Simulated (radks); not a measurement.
**Exchange and kinetic functionals tested on atomic densities: Ta³²⁺, Ni¹⁰⁺, Cr⁺, P, Be²⁺, Tl¹⁶⁺**

An exercise on one series of results from a longer session: the logs are not shown, and one member is left open.

Method: non-relativistic Kohn-Sham, exchange-only PBE, spin-polarised, spherical densities, point nucleus; open shells are filled with parallel spins first. Code: radks (a radial shooting solver on a logarithmic mesh, Libxc functionals) version 1.

## The system

* species: Ta³²⁺ ([Kr] 4d5), Ni¹⁰⁺ ([Ar]), Cr⁺ ([Ar] 3d5), P ([Ne] 3s2 3p3), Be²⁺ ([He]), Tl¹⁶⁺ ([Kr] 4d10 4f14 5s2 5p3)

The first run:

The run's settings:

```text
Z 73
configuration [Kr] 4d5
relativity non-relativistic
functional pbe,
spin polarised
nucleus point
```

Among the steps run: Ta³²⁺, [Kr] 4d5.

One of the session's tables, all rows but one given; the rest of the session is left out.

From the orbitals of this run (lengths in bohr):

```
  level     <r>  outermost maximum (interpolated)  90 % within  nodes
  3d up  0.1852                             0.153        0.286      0
3d down  0.1851                             0.153        0.285      0
  4s up       ?                                 ?            ?      ?
4s down  0.4520                             0.440        0.638      3
  4p up  0.4497                             0.437        0.641      2
4p down  0.4507                             0.437        0.643      2
  4d up  0.4418                             0.423        0.643      1
4d down  0.4428                             0.423        0.645      1
```

**Question.** Estimate the row for 4s up.

As computed: <r>: 0.4511; outermost maximum (interpolated): 0.440; 90 % within: 0.637; nodes: 3. In the column «<r>» it lies between 4p down (0.4507) and 4s down (0.4520).
